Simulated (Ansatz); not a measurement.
## ClH6PSi2, SMILES [SiH3][SiH](P)Cl: a rigid torsion scan, step by step

Program: Ansatz 0.2.0 through its Python package.

Run as a notebook:

**Cell 1**
```python
import warnings

import ansatz as az
from ase import Atoms
```

**Cell 2**
```python
BASIS = 'cc-pVDZ'
XC = 'r2scan'
DISPERSION = 'd3bj'
FORCE_TOL = 0.02
```

**Cell 3**
```python
warnings.simplefilter('ignore', az.DeckWarning)
```

**Cell 4**
```python
atoms = Atoms(['Si', 'Si', 'P', 'Cl', 'H', 'H', 'H', 'H', 'H', 'H'], positions=[
    (-1.376, -0.6732, 0.1646),
    (0.1607, 0.9702, -0.311),
    (2.247, 0.2103, -0.1732),
    (-0.0198, 2.5474, 0.9867),
    (-1.1688, -1.2136, 1.5362),
    (-1.2286, -1.8074, -0.7889),
    (-2.7712, -0.1648, 0.0618),
    (-0.0384, 1.5098, -1.6823),
    (2.139, -0.3892, 1.1033),
    (2.056, -0.9895, -0.897),
])

# start the scan from a relaxed geometry
first = (
    az.Crystal.molecule_from_ase(atoms).calculation()
    .basis(gaussian=BASIS)
    .functional(XC, dispersion=DISPERSION)
    .scf(lower_state_search='standard')
    .relax(force_tolerance=FORCE_TOL, max_steps=80)
)
atoms.positions = first.run().report['positions_ang']
```

**Cell 5**
```python
start = atoms.get_dihedral(0, 1, 2, 8)
energies = {}
for turn in range(0, 360, 30):
    turned = atoms.copy()
    turned.set_dihedral(0, 1, 2, 8, start + turn, indices=[2, 8, 9])
    model = (
        az.Crystal.molecule_from_ase(turned).calculation()
        .basis(gaussian=BASIS)
        .functional(XC, dispersion=DISPERSION)
        .scf(lower_state_search='standard')
    )
    energies[round((start + turn) % 360)] = model.run().report['free_energy_ev']
floor = min(energies.values())
print('dihedral Si0-Si1-P2-H8 (deg)   E - E(min) (eV)')
for angle, e in sorted(energies.items()):
    print(f'{angle:8d} {(e - floor):14.3f}  ' + '#' * int(30 * (e - floor) / max(max(energies.values()) - floor, 1e-9)))
```
Output:
```text
dihedral Si0-Si1-P2-H8 (deg)   E - E(min) (eV)
      22          0.064  ##################
      52          0.054  ###############
      82          0.048  #############
     112          0.091  #########################
     142          0.106  ##############################
     172          0.042  ###########
     202          0.006  #
     232          0.054  ###############
     262          0.078  ######################
     292          0.031  ########
     322          0.000
     352          0.029  ########
```

The lowest point is at 322° and the highest at 142°, 0.106 eV (10.2 kJ/mol) above it, with the rest of the molecule held.

What to keep in mind:
- The settings weren't tested for convergence.
- The scan is rigid and the energies are electronic, in a modest basis. With rigid groups the curve can differ much from the relaxed path, the start wasn't checked as a minimum of this torsion, and equivalent turns needn't return to the same energy.
- A dispersion term here runs with damping parameters fitted for another variant or functional.
- The script silences the warnings on its input, which a real study should read.
- Finished in 2.3 min on 1 thread of Arm Neoverse V2 (shared host), peak memory 0.25 GiB.
